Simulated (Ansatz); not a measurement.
Crystal: WAu.

```
CELL_PARAMETERS angstrom
0.00000 2.90921 2.90921
2.90921 0.00000 2.90921
2.90921 2.90921 0.00000
ATOMIC_POSITIONS crystal
W 0.00000 0.00000 0.00000
Au 0.75000 0.75000 0.75000
```

The cell was built by a generator and needn't be a form met in nature.

Program: Ansatz 0.2.0. Alike in all runs: potentials or basis Ansatz PAW; cell as given; cutoff (eV) 420; smearing fermi-dirac 0.05 eV. Hardware: 2 threads of Arm Neoverse V1, on a shared host.

Task: Order these runs on this cell by their wall time, lowest first.
A. task single point; level LDA+U; spin off; U Au d U = 5 eV, W d U = 5 eV; k mesh 8 × 8 × 8; hubbard projectors ortho-atomic (the default); double counting fll (the default)
B. task band structure; level PBEsol; spin SOC, no magnetisation; k mesh 6 × 6 × 6; points for each segment of the path 14
C. task single point; level LDA+U; spin off; U Au d U = 2 eV, W d U = 2 eV; k mesh 8 × 8 × 8; hubbard projectors ortho-atomic (the default); double counting fll (the default)

Result: C (2.8 s), A (9.8 s), B (22 s).

Caveats: U without spin polarisation on a metal has little footing (some runs); the U is typed as a test and isn't derived for this compound (some runs).

Not every run made on this cell is shown here.
